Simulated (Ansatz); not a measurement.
I need a polarisability from point charges of CH6OSn, SMILES C[O][SnH3]. Use the Python package of Ansatz (0.2.0). Level of theory (for the species named): Hartree-Fock, def2-SVP basis, multiplicity 1.

```xyz
9

C    -0.4919    0.8443   -0.9446
O    -0.8883   -0.4107   -0.5545
Sn    0.3701   -0.9469    0.8541
H    -1.1702    1.2250   -1.7533
H     0.4889    0.9042   -1.3989
H    -0.6286    1.6185   -0.1096
H     2.0569   -0.9129    0.2270
H     0.0610   -2.5506    1.4073
H     0.2906    0.1827    2.2554
```

`ch6osn.py`:
```python
"""Dipole of CH6OSn in the field of point charges."""

from dataclasses import dataclass
import logging
import sys
import warnings

import ansatz as az
import numpy as np

logging.basicConfig(stream=sys.stdout, format="%(levelname)s %(message)s")
logger = logging.getLogger("calc")
logger.setLevel(logging.INFO)


@dataclass
class Options:
    basis_set: str = "def2-SVP"
    xc: str = "hf"


opts = Options()

warnings.simplefilter("ignore", az.DeckWarning)

geometry_ang = [
    ("C", (-0.4919, 0.8443, -0.9446)),
    ("O", (-0.8883, -0.4107, -0.5545)),
    ("Sn", (0.3701, -0.9469, 0.8541)),
    ("H", (-1.1702, 1.225, -1.7533)),
    ("H", (0.4889, 0.9042, -1.3989)),
    ("H", (-0.6286, 1.6185, -0.1096)),
    ("H", (2.0569, -0.9129, 0.227)),
    ("H", (0.061, -2.5506, 1.4073)),
    ("H", (0.2906, 0.1827, 2.2554)),
]
system = az.Crystal.molecule()
for symbol, xyz in geometry_ang:
    system = system.atom(symbol, xyz)

model = (
    system.calculation()
    .basis(gaussian=opts.basis_set)
    .functional(opts.xc)
    .forces()
)
# charges +q and -q at -R and +R make a nearly even field 2 k q / R^2 at the centre
centre = np.mean([site.position_ang for site in system.cartesian_sites], axis=0)
field = 2 * 14.399645 * 3.0 / 40.0 ** 2


def dipole(axis, sign):
    arm = 40.0 * np.eye(3)[axis]
    pair = [{"charge": sign * 3.0, "position_ang": (centre - arm).tolist()}, {"charge": -sign * 3.0, "position_ang": (centre + arm).tolist()}]
    deck = model.input().set(az.key.basis.gaussian.point_charges, pair)
    return np.array(az.Session.from_dict(deck).plan().execute().report["charge_distribution"]["dipole_moment_e_ang"])


logger.info(f"field {field:.4f} V/A")
alpha = np.array([(dipole(axis, 1) - dipole(axis, -1)) / (2 * field) * 14.399645 for axis in range(3)])
logger.info("polarisability tensor (A^3)")
print(np.array2string(alpha, precision=3, suppress_small=True))
logger.info(f"mean {np.trace(alpha) / 3:.3f} A^3 = {np.trace(alpha) / 3 / 0.14818471:.2f} bohr^3")
```

`python ch6osn.py` gives:
```text
INFO field 0.0540 V/A
INFO polarisability tensor (A^3)
[[ 6.408 -0.389 -0.052]
 [-0.385  7.217 -0.487]
 [-0.047 -0.474  7.062]]
INFO mean 6.896 A^3 = 46.54 bohr^3
```

Caveats:
- The geometry is a force-field or estimated start, not a minimum of this method, and the basis set is short of its limit. The field of two point charges is only nearly even.
- def2 sets replace the cores of elements past krypton by effective core potentials.
- Without diffuse functions polarisabilities are unreliable, as a rule too low, and they change with the bond lengths of this unrelaxed start.
- Hardware and time: 8.5 s on 1 thread of Arm Neoverse V2, on a shared host, peak memory 0.22 GiB.

(Lines on the test bed's own set-up are left out of the output.)
